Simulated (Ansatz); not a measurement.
# SnCl4 with SbH3: structure and interaction energy

How do SnCl4 and SbH3 sit together, how strongly do they interact, and which methods get it right?

Method: PBE0-D4 structure, single points in def2-TZVPPD; program: Ansatz 0.2.0, Gaussian basis.

Levels: PBE-D4, revPBE-D4, BLYP-D4, r2SCAN-D4, B97M-V, PBE0-D4, B3LYP-D4, HSE06-D4, wB97X-V, wB97M-V, B2PLYP, Hartree-Fock, MP2, CCSD, CCSD(T). The reference is CCSD(T) extrapolated to the basis limit. For elements past Ar these valence bases correlate outer-core shells poorly, so that limit is rough.

Cores are frozen in the correlated methods. Filled d shells of the heavier atoms are correlated. Core potentials replace the inner electrons past krypton, and spin-orbit coupling is left out. B3LYP uses VWN-RPA correlation. B2PLYP carries no dispersion term here.

36 further runs of the same task are left out: 36 set aside as unsound or not needed.

## (1) The system as given

The pair, from a GFN2-xTB docking trial: 9 atoms, charge 0, spin multiplicity 1.

Atoms are counted from 1 here; the program's logs count them from 0.

Bond lengths: Cl1–Sn2 2.382 Å, Sn2–Cl3 2.494 Å, Sn2–Cl4 2.383 Å, Sn2–Cl5 2.385 Å, Cl3–Sb6 2.692 Å, Sb6–H7 1.669 Å, Sb6–H8 1.722 Å, Sb6–H9 1.671 Å. Angles: Cl1–Sn2–Cl3 111.6°, Cl1–Sn2–Cl4 107.3°, Cl1–Sn2–Cl5 106.9°, Cl3–Sn2–Cl4 110.7°, Cl3–Sn2–Cl5 112.9°, Cl4–Sn2–Cl5 107.2°, Sn2–Cl3–Sb6 170.6°, Cl3–Sb6–H7 92.0°, Cl3–Sb6–H8 173.8°, Cl3–Sb6–H9 91.7°, H7–Sb6–H8 92.3°, H7–Sb6–H9 92.3°, H8–Sb6–H9 92.5°.

Coordinates:

```xyz
9
Cl4H3SbSn
Cl   -2.0188    0.3800   -3.6830
Sn    0.0104    0.0670   -2.4759
Cl   -0.3351    0.3248   -0.0191
Cl    0.8090   -2.1185   -2.9896
Cl    1.5890    1.6219   -3.3581
Sb   -0.4049    0.2842    2.6713
H    -0.3160   -1.3822    2.7069
H    -0.5892    0.3800    4.3803
H     1.2556    0.4427    2.7672
```

Atoms 1 to 5 are fragment A (SnCl4), the rest fragment B (SbH3).

## (2) A first relaxation in a small basis

pre/in.yaml

```yaml
crystal:
  periodic: [false, false, false]
  atoms:
    - {symbol: Cl, position_ang: [-2.018800, 0.380000, -3.683000]}
    - {symbol: Sn, position_ang: [0.010400, 0.067000, -2.475900]}
    - {symbol: Cl, position_ang: [-0.335100, 0.324800, -0.019100]}
    - {symbol: Cl, position_ang: [0.809000, -2.118500, -2.989600]}
    - {symbol: Cl, position_ang: [1.589000, 1.621900, -3.358100]}
    - {symbol: Sb, position_ang: [-0.404900, 0.284200, 2.671300]}
    - {symbol: H, position_ang: [-0.316000, -1.382200, 2.706900]}
    - {symbol: H, position_ang: [-0.589200, 0.380000, 4.380300]}
    - {symbol: H, position_ang: [1.255600, 0.442700, 2.767200]}
basis:
  gaussian: {orbitals: def2-SVP}
hamiltonian: {xc: pbe, dispersion: d4}
relax: {f_tol: 0.03, max_steps: 250}
```

No record of the launch command was kept for these runs.

After this run come: Relaxation at PBE0-D4; CCSD(T)/def2-TZVPPD; MP2/def2-QZVPPD; Vibrations of the pair.

What does the calculation give? Wanted: interaction energy, CCSD(T)/CBS; of it Hartree-Fock; D4 term of PBE0-D4; shortest contact; lowest wavenumber.

As calculated:

| quantity | value |
| --- | --- |
| interaction energy, CCSD(T)/CBS | -107 meV |
| of it Hartree-Fock (basis limit) | +76 meV |
| D4 term of PBE0-D4 | -109 meV |
| shortest contact | Cl5–H9 3.22 Å |
| lowest wavenumber | 23 cm⁻¹ |

**Reading.** The pair is bound by 107 meV at fixed fragment shapes. Hartree-Fock doesn't bind it at this geometry, so correlation, mostly dispersion, holds it together. Among the functionals B97M-V lands nearest to CCSD(T)/CBS (+1 meV) and B2PLYP farthest (+98 meV). By rung, the mean size of the error is: GGA 9, meta-GGA 10, hybrid 14, screened hybrid 9, range-separated hybrid 3, double hybrid 98 meV. PBE-D4 gives an interaction energy 12 meV too low, an error of 11 % of the reference. CCSD(T) moves by -30 meV from triple zeta to the limit; gaps between functionals far smaller than that don't rank them. A lower arrangement may exist.
